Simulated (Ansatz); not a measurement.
# Cd2S: equation of state with PBEsol

The system is Cd2S.

```xyz
3
Lattice="3.9627 0.0000 0.0000 -1.9813 3.4318 0.0000 0.0000 0.0000 5.8092" Properties=species:S:1:pos:R:3 pbc="T T T"
Cd    0.0000    2.2878    5.4183
Cd    1.9813    1.1439    3.3620
S     0.0000    2.2878    2.1245
```

The cell comes from a database or a generator and needn't be the stable form of this composition.

```json
{"Program": "Ansatz 0.2.0", "Task": "equation of state", "Functional": "PBEsol", "Potentials or basis": "all-electron LAPW, scalar-relativistic", "Basis error allowed": "0.002 eV/atom", "k mesh": "8 × 8 × 5", "Occupations": "fermi-dirac, width 0.05 eV", "Spin": "no spin polarisation"}
```

* Equilibrium volume: 24.59 Å³/atom (rough: see the caveat)
* Bulk modulus at fixed shape and positions: 52 GPa (rough)

Energy against volume, from the lowest point:
```
volume (Å³/atom)  energy (meV/atom)
          24.753               0.00
          25.280               2.76
          25.806               8.61
          26.333              17.20
          26.860              28.21
          27.386              41.34
          27.913              56.35
```

All runs of the series together: 98 s on 2 threads of Intel(R) Xeon(R) Platinum 8375C CPU @ 2.90GHz (Ice Lake) (shared host).

Caveat: the minimum lies outside the volumes run; the cell was scaled at fixed shape and fractional positions, which overstates the stiffness of a crystal with free parameters, most of all of layers and chains.
